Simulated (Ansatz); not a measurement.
# ZnSi2N2: further runs on a relaxed guess

This session takes a relaxed cell of ZnSi2N2 and sets out to see whether it has a gap, which orbitals make up the states near it and how charge is shared.

Computed with Ansatz 0.2.0 (DFT PBE, scalar-relativistic, plane waves, PAW, unless a step's input says otherwise).

1 further run of the same task is left out (set aside as unsound or not needed).

## (1) The starting structure

Symmetry: P4/mmm, No. 123, tetragonal system. Conventional cell: a = 3.221 Å, b = 3.221 Å, c = 6.285 Å, α = 90.00°, β = 90.00°, γ = 90.00°. Zn (site symmetry 4/mmm) has 8 Si at 3.00 Å and 4 Zn at 3.22 Å as nearest neighbours. Around Si (site symmetry 4mm) lie 4 N at 2.00 Å. Around N (site symmetry mmm) lie 4 Si at 2.00 Å and 4 N at 2.28 Å.

Coordinates:

```
Zn Si N
1.0
     3.22078    0.00000    0.00000
     0.00000    3.22078    0.00000
     0.00000    0.00000    6.28544
Zn Si N
1 2 2
Direct
  0.00000 0.00000 0.00000
  0.50000 0.50000 0.31079
  0.50000 0.50000 0.68921
  0.00000 0.50000 0.50000
  0.50000 0.00000 0.50000
```

The cell was relaxed beforehand at this level, from a database cell with other species swapped in; it is a trial structure. At a tolerance of 0.05 Å it has space group P4/mmm (No. 123); it has 13.04 Å³/atom, an uncorrected energy of +0.91 eV/atom over the elements.

## (2) Static run: bands, density of states and charges

The input, input.yaml:

```yaml
crystal:
  lattice:
    - [3.2207751431, 0.0, 0.0]
    - [0.0, 3.2207751431, 0.0]
    - [0.0, 0.0, 6.2854350207]
  atoms:
    - { symbol: Zn, position: [0.0, 0.0, 0.0] }
    - { symbol: Si, position: [0.5, 0.5, 0.3107927947] }
    - { symbol: Si, position: [0.5, 0.5, 0.6892072053] }
    - { symbol: "N", position: [0.0, 0.5, 0.5] }
    - { symbol: "N", position: [0.5, 0.0, 0.5] }
basis:
  ecutwfc: 420
kpoints:
  mp_grid: { grid: [12, 12, 6] }
  band_path:
    path:
      - [[0.0, 0.0, 0.0], [0.0, 0.5, 0.0], [0.5, 0.5, 0.0], [0.0, 0.0, 0.0], [0.0, 0.0, 0.5], [0.0, 0.5, 0.5], [0.5, 0.5, 0.5], [0.0, 0.0, 0.5]]
      - [[0.0, 0.5, 0.0], [0.0, 0.5, 0.5]]
      - [[0.5, 0.5, 0.0], [0.5, 0.5, 0.5]]
    npoints: 14
hamiltonian:
  xc: pbe
scf:
  occupations: { method: gaussian, width: 0.1 }
  n_extra_bands: 12
output:
  forces: true
  stress: true
  eigenvalues: true
  populations: true
  dos: { projected: true, de: 0.02, nscf_kmesh: { grid: [15, 15, 8] } }
  bader: true
  write_density: true
  write_potential: true
  elf: true
  volumetric_format: npy
```

The run is started by

```sh
$ ansatz run input.yaml --threads 1 --pin off --max-ram 2560MiB --backend cpu --events-out ev --progress --plain --runs-dir out
```

Standard output:

```text
Warning: RAYON_NUM_THREADS=1 ignored (pool sized by the plan → 1); use --threads N
scf.n_extra_bands = 12 over 15 filled bands (N_el = 30.0): the run solves 27 bands
Engine: ansatz 0.2.0, x86_64-unknown-linux-gnu
Pseudopotentials: kind: paw
Pseudopotential: Zn, paw, valence charge 12, recommended cutoff 420 eV (normal), Zn.paw.azcp
Pseudopotential: Si, paw, valence charge 4, recommended cutoff 420 eV (normal), Si.paw.azcp
Pseudopotential: N, paw, valence charge 5, recommended cutoff 420 eV (normal), N.paw.azcp
Functional definition: PBE
  parameter kappa = 0.804
  parameter beta = 0.06672455060314922
  exchange = pbe_x(kappa = kappa, mu = beta*pi^2/3)
  correlation = pbe_c(beta = beta)
Crystal: 5 atoms, lattice volume = 65.201 Å³
Basis set: ecut = 420 eV, 1253 PW (Γ), exchange–correlation on 48×48×90 points (8 copies of the dense FFT grid, shifted against one another)
Bands: 27, of which v1, the nominal top of the filled ones, is band 15 counted from 1 (14 counted from 0)
Symmetry: 16 space group operations
Space group: P4/mmm (ITA 123), of the structure as read, at distance tolerance 4.0e-5 Å
k-points: 112 of 864
Non-local potential: Zn, projectors of the file, l = 0: 2, l = 1: 2, l = 2: 3, l = 3: 1
Non-local potential: Si, projectors of the file, l = 0: 2, l = 1: 2, l = 2: 2
Non-local potential: N, projectors of the file, l = 0: 2, l = 1: 2, l = 2: 1
PAW form: soft (Blöchl's): semilocal exchange-correlation on the pseudo side does not see the compensation charge
PAW one-centre angular grid: Zn, 590 points (default); XC on 64 Gauss nodes
PAW one-centre angular grid: Si, 110 points (default); XC on 64 Gauss nodes
PAW one-centre angular grid: N, 110 points (default); XC on 64 Gauss nodes
Initial density: superposition of atomic densities (neutral atoms: chi_scale 0, normalization atom), corrected by the library's trained network
Initial wavefunctions: pseudopotential atomic-orbital guess
Functional: x = pbe(κ = 0.804, μ = 0.2195149727645171), c = pbe(β = 0.06672455060314922)
SCF iter   1: F=—  HF=-5354.133616 eV  |F-HF|=—  |Δ(HF+E_count)|=         —  Δρ=1.22e-2  dr2=1.56e-1  ethr=1.77e-3  ⟨swp⟩=5.3  Hψ=15364  notcnv=0  defer=166
preconditioner: auto → Kerker (q_TF=auto, 2.397 Å⁻¹)  [metal: Δε(μ)=0.013 eV  Ē_g=13.391 eV  σ=0.100 eV  W_gap=0.07  n_scr=16 (ndim 8)  ℏωp=25.2 eV  f_vac=0.000  D(μ)=1.51/eV (n_scr^D=8)]
SCF iter   2: F=—  HF=-5354.117151 eV  |F-HF|=—  |Δ(HF+E_count)|=   1.65e-2  Δρ=6.55e-3  dr2=5.63e-2  ethr=5.21e-4  ⟨swp⟩=1.0  Hψ=3920  notcnv=0  defer=248
SCF iter   3: F=—  HF=-5354.108412 eV  |F-HF|=—  |Δ(HF+E_count)|=   8.74e-3  Δρ=2.79e-3  dr2=6.28e-3  ethr=1.88e-4  ⟨swp⟩=2.4  Hψ=3709  notcnv=0  defer=248
SCF iter   4: F=—  HF=-5354.106433 eV  |F-HF|=—  |Δ(HF+E_count)|=   1.98e-3  Δρ=1.17e-3  dr2=1.44e-3  ethr=2.09e-5  ⟨swp⟩=2.0  Hψ=3208  notcnv=0  defer=248
SCF iter   5: F=—  HF=-5354.106242 eV  |F-HF|=—  |Δ(HF+E_count)|=   1.91e-4  Δρ=3.41e-4  dr2=8.50e-5  ethr=4.79e-6  ⟨swp⟩=2.0  Hψ=5471  notcnv=0  defer=484
SCF iter   6: F=—  HF=-5354.106276 eV  |F-HF|=—  |Δ(HF+E_count)|=   3.40e-5  Δρ=8.12e-5  dr2=7.17e-6  ethr=2.83e-7  ⟨swp⟩=2.2  Hψ=3772  notcnv=0  defer=484
SCF iter   7: F=—  HF=-5354.106277 eV  |F-HF|=—  |Δ(HF+E_count)|=   7.28e-7  Δρ=1.57e-5  dr2=2.65e-7  ethr=2.39e-8  ⟨swp⟩=2.5  Hψ=3694  notcnv=0  defer=484
SCF iter   8: F=-5354.106277 eV  HF=-5354.106277 eV  |F-HF|=2.82e-10  |Δ(HF+E_count)|=   1.74e-8  Δρ=3.34e-6  dr2=9.70e-9  ethr=3.33e-10  ⟨swp⟩=12.9  Hψ=20379  notcnv=0
SCF 1 converged in 8 iterations: F = -5354.106277 eV  dr2 = 9.70e-9
NSCF: frozen V_eff on 129 k-points
NSCF: frozen V_eff on 180 k-points
SCF converged after 8 iterations
Free energy (F): -5354.106277 eV
Harris-Foulkes:  -5354.106277 eV  (|F-HF|=2.82e-10)
Internal energy: -5354.099246 eV  (E = F + TS)
E sigma→0 (E₀):  -5354.102761 eV
Entropy (-TS):   -0.007031 eV (-1.406 meV/atom)
Fermi energy:    8.879101 eV
--- Per-component energies (eV) ---
  E_band       = 55.803368
  E_kinetic    = 471.119474
  E_local      = -2277.691259  (includes V_loc(G=0)·N_el)
  E_nonlocal   = 754.934406
  E_hartree    = 920.045411
  E_xc         = -366.966865
  E_vxc        = -297.119650  (∫ρ·V_xc dr)
  E_paw        = -3104.129893  (= ΣΔE_a)
  E_vpaw       = -435.530256  (= ΣTr[D̂ρ^β])
  E_aug_tail   = -0.000214  (compensation charges beyond the density's cutoff)
  E_ewald      = -1751.410306
  E_smearing   = -0.007031  (= −TS)
  E_closure    = 0.000000  (closes the sum)
  Σ components = -5354.106277   (vs F -5354.106277, Δ=0.00e0)
--- Forces (eV/Å), atoms counted from 1 ---
  atom   1  Zn     0.00000000    -0.00000000     0.00000000
  atom   2  Si     0.00000000     0.00000000    -0.00297243
  atom   3  Si     0.00000000     0.00000000     0.00297243
  atom   4  N      0.00000000     0.00000000     0.00000000
  atom   5  N     -0.00000000    -0.00000000     0.00000000
  max |Σ_I F_I| component: 4.34e-19 eV/Å
--- Stress (GPa, compression-positive) ---
        0.023404       0.000000       0.000000
        0.000000       0.023404       0.000000
        0.000000       0.000000       0.029809
  P = ⅓ Tr σ = 0.0255 GPa (0.255 kbar)
--- Band table (eV; the first three rows and the last of 112) ---
  k-point 0: bands = ["-10.5203", "-3.3672", "-1.3977", "0.7718", "1.7831", "1.7831", "1.8135", "1.9203", "2.0314", "2.0314", "2.1579", "6.2091", "7.3375", "9.1870", "9.4317", "9.4317", "11.2429", "12.5914", "12.5914", "13.7359", "13.7359", "16.0165", "16.4959", "17.1592", "20.5610", "20.7567", "21.1891"]
  k-point 1: bands = ["-10.5185", "-3.3670", "-1.5704", "1.1567", "1.7649", "1.7649", "1.8118", "1.9528", "2.0523", "2.0523", "2.1579", "6.2102", "6.4933", "9.4318", "9.4318", "9.4524", "11.7191", "12.2819", "12.2819", "14.2541", "14.2541", "15.9897", "16.8260", "17.3110", "20.2319", "20.3011", "20.3208"]
  k-point 2: bands = ["-10.5149", "-3.3665", "-1.8309", "1.7186", "1.7349", "1.7349", "1.8085", "2.0878", "2.0878", "2.1579", "2.3766", "5.0317", "6.2123", "9.4323", "9.4323", "9.6279", "11.9199", "11.9199", "12.4959", "15.1771", "15.1771", "16.4596", "17.3269", "17.7544", "18.9749", "18.9749", "19.3516"]
  k-point 111: bands = ["-6.5989", "-6.5989", "-4.0193", "1.6073", "1.8630", "1.8630", "2.0404", "2.0939", "2.2648", "2.9279", "2.9279", "4.8631", "7.9640", "8.3384", "9.2065", "9.5115", "9.5115", "10.9626", "10.9626", "11.3169", "12.4715", "12.9126", "16.3540", "18.6753", "18.6753", "19.5723", "22.5291"]
--- Löwdin populations: 5 sites ---
  site symbol       q [e]
     0     Zn     11.1808
     1     Si      3.5792
     2     Si      3.5792
     3      N      5.6260
     4      N      5.6260
  spilling = 0.013626 (of n_electrons = 30.000000)
--- Bader charges: 5 sites ---
  site symbol  charge [e]  shift [e]
     0     Zn      0.2057     0.0000
     1     Si      1.5291     0.0118
     2     Si      1.5291     0.0118
     3      N     -1.6320     0.0118
     4      N     -1.6320     0.0118
  estimated error of the sums over rays = 3.9e-4 e
```

It took 71 s on 1 thread of Intel Xeon at 2.70GHz, shared host; peak memory 0.5 GiB.

By site:

```
atom  Löwdin electrons  Bader charge (e)  Bader volume (Å³)
 Zn1             11.18             +0.21               17.8
 Si2              3.58             +1.53               11.9
 Si3              3.58             +1.53               11.9
  N4              5.63             -1.63               11.8
  N5              5.63             -1.63               11.8
```

The Löwdin counts miss 0.41 of the 30 electrons, which the atomic orbitals do not span, so they are no charges.

From bands.tsv, the levels nearest the Fermi level at the path's corners, in eV from the Fermi level:

```tsv
point	band 12	band 13	band 14	band 15	band 16	band 17	band 18	band 19
Γ	-2.67	-1.54	0.31	0.55	0.55	2.36	3.71	3.71
X	-4.83	-3.92	-2.27	-1.74	-0.06	1.72	4.65	4.82
M	-3.79	-1.89	-0.84	-0.84	0.05	0.33	2.22	2.44
Γ	-2.67	-1.54	0.31	0.55	0.55	2.36	3.71	3.71
Z	-5.24	-2.67	0.55	0.55	0.79	2.91	2.91	3.90
R	-2.67	-2.39	-2.30	-2.27	-2.14	-0.35	4.24	4.64
A	-4.02	-0.92	-0.54	0.33	0.63	0.63	2.08	2.08
Z	-5.24	-2.67	0.55	0.55	0.79	2.91	2.91	3.90
X	-4.83	-3.92	-2.27	-1.74	-0.06	1.72	4.65	4.82
R	-2.67	-2.39	-2.30	-2.27	-2.14	-0.35	4.24	4.64
M	-3.79	-1.89	-0.84	-0.84	0.05	0.33	2.22	2.44
A	-4.02	-0.92	-0.54	0.33	0.63	0.63	2.08	2.08
```

States per cell in windows of 1 eV, from dos.tsv and pdos.tsv (zero at the Fermi level):

| from | to | total | Zn 4s | Zn 3d | Si 3s | Si 3p | N 2p |
| --- | --- | --- | --- | --- | --- | --- | --- |
| -8 | -7 | 2.73 | 0.09 | 1.57 | 0.21 | 0.28 | 0.50 |
| -7 | -6 | 9.57 | 0.09 | 8.06 | 0.14 | 0.38 | 0.79 |
| -6 | -5 | 2.14 | 0.12 | 0.16 | 0.14 | 0.53 | 1.10 |
| -5 | -4 | 1.59 | 0.10 | 0.04 | 0.12 | 0.37 | 0.84 |
| -4 | -3 | 1.70 | 0.12 | 0.03 | 0.22 | 0.39 | 0.81 |
| -3 | -2 | 1.79 | 0.19 | 0.02 | 0.27 | 0.38 | 0.80 |
| -2 | -1 | 2.06 | 0.27 | 0.02 | 0.33 | 0.50 | 0.79 |
| -1 | 0 | 1.63 | 0.15 | 0.01 | 0.18 | 0.31 | 0.84 |
| 0 | 1 | 1.88 | 0.09 | 0.00 | 0.12 | 0.40 | 0.97 |
| 1 | 2 | 1.92 | 0.07 | 0.00 | 0.14 | 0.63 | 0.68 |
| 2 | 3 | 1.57 | 0.06 | 0.00 | 0.13 | 0.60 | 0.31 |
| 3 | 4 | 1.56 | 0.07 | 0.00 | 0.10 | 0.82 | 0.13 |
| 4 | 5 | 2.17 | 0.09 | 0.01 | 0.10 | 1.10 | 0.21 |
| 5 | 6 | 1.90 | 0.08 | 0.00 | 0.10 | 0.72 | 0.21 |

A further 7 or so states lie below the table's range.

Density in a lattice plane of the grid's cell (edges 3.22 and 6.29 Å, at 0.500 of the third edge), which holds Si and N.

Ten even steps from ' ' (0.07 e/Å³) to '@' (3.57 e/Å³):
```
                        
                        
                        
          ......        
                        
                        
........          ......
==--::....      ....::--
@@##==::..      ..::==##
@@@@++::..      ..::++@@
@@##==::..      ..::==##
==--::....      ....::--
........          ......
                        
                        
          ......        
                        
                        
                        
                        
```
Columns run along the first of these edges and rows up along the second, over one cell in 12 and 20 even steps from the bottom left corner. Atoms in the plane (fractional): Si at (0.50, 0.31), Si at (0.50, 0.69), N at (0.00, 0.50).

ELF in the same plane.

Ten even steps from ' ' (0.07) to '@' (0.93):
```
........................
....::--++**##**++--::..
..::==##@@@@@@@@@@##==::
  ::++%%@@@@@@@@@@%%++::
  ..==##############==..
::::==++====**====++==::
********--......--******
%%%%%%##==......==##%%%%
++##%%##==::::::==##%%##
  ==%%##==::::::==##%%==
++##%%##==::::::==##%%##
%%%%%%##==......==##%%%%
********--......--******
::::==++====**====++==::
  ..==##############==..
  ::++%%@@@@@@@@@@%%++::
..::==##@@@@@@@@@@##==::
....::--++**##**++--::..
........................
....                  ..
```
Columns run along the first of these edges and rows up along the second, over one cell in 12 and 20 even steps from the bottom left corner. Atoms in the plane (fractional): Si at (0.50, 0.31), Si at (0.50, 0.69), N at (0.00, 0.50).

Both are smooth fields of the valence electrons: close to the nuclei they are not physical.

The highest ELF values outside the cores: 0.94 beside Si, off the lines to its neighbours, 1.0 Å from Si; 0.84 on the N–Si line, 0.7 Å from N.

## (3) The same system, input altered

The input, input.yaml:

```yaml
crystal:
  lattice:
    - [3.2207751431, 0.0, 0.0]
    - [0.0, 3.2207751431, 0.0]
    - [0.0, 0.0, 6.2854350207]
  atoms:
    - { symbol: Zn, position: [0.0, 0.0, 0.0] }
    - { symbol: Si, position: [0.5, 0.5, 0.3107927947] }
    - { symbol: Si, position: [0.5, 0.5, 0.6892072053] }
    - { symbol: "N", position: [0.0, 0.5, 0.5] }
    - { symbol: "N", position: [0.5, 0.0, 0.5] }
basis:
  ecutwfc: "30 meV"
kpoints:
  mp_grid: { grid: [12, 12, 6] }
hamiltonian:
  xc: pbe
scf:
  occupations: { method: gaussian, width: 0.1 }
  max_iter: 60
output:
  forces: true
  eigenvalues: true
  stress: true
```

The run is started by

```sh
$ ansatz run input.yaml --threads 1 --pin off --max-ram 2560MiB --backend cpu --events-out ev --progress --plain --runs-dir out
```

Standard output:

```text
Error: inconsistent input (basis.ecutwfc, kpoints): the smallest per-k basis holds n_pw = 0 plane waves (k-point 1, counted from 0 among those solved) but the deck needs at least 16 band(s) per channel, and no run solves more bands than the smallest per-k basis has plane waves; raise basis.ecutwfc until the smallest per-k basis, which caps the automatic band count, holds at least 16 plane waves
```

Wall time 0.14 s (1 thread of Intel Xeon at 2.70GHz, shared host); peak memory 0.083 GiB.

## (4) What went wrong

The program refused the input before any cycle. Its message: «inconsistent input (basis.ecutwfc, kpoints): the smallest per-k basis holds n_pw = 0 plane waves (k-point 1, counted from 0 among those solved) but the deck needs at least 16 band(s) per channel ...»

In the input, basis.ecutwfc is 30 meV. The unit is at fault. At this value the smallest basis holds 0 plane waves, fewer than the 16 bands to be solved.

Remedy: set basis.ecutwfc to 420.

## (5) Results

| quantity | value |
| --- | --- |
| gap | none (metal) |
| states at the Fermi level | 1.31 per eV per cell |
| Bader charges | Zn +0.21, Si +1.53, N -1.63 e |

Bands cross the Fermi level: a metal at this level of theory. Of the projected weight within 0.25 eV of the Fermi level, the largest part is N 2p (64 %) and Si 3p (17 %). Bader charges reach 1.6 e, so charge transfer in this metal is strong. Spin polarisation is off in the runs that give these values; a magnetic solution could lie lower.
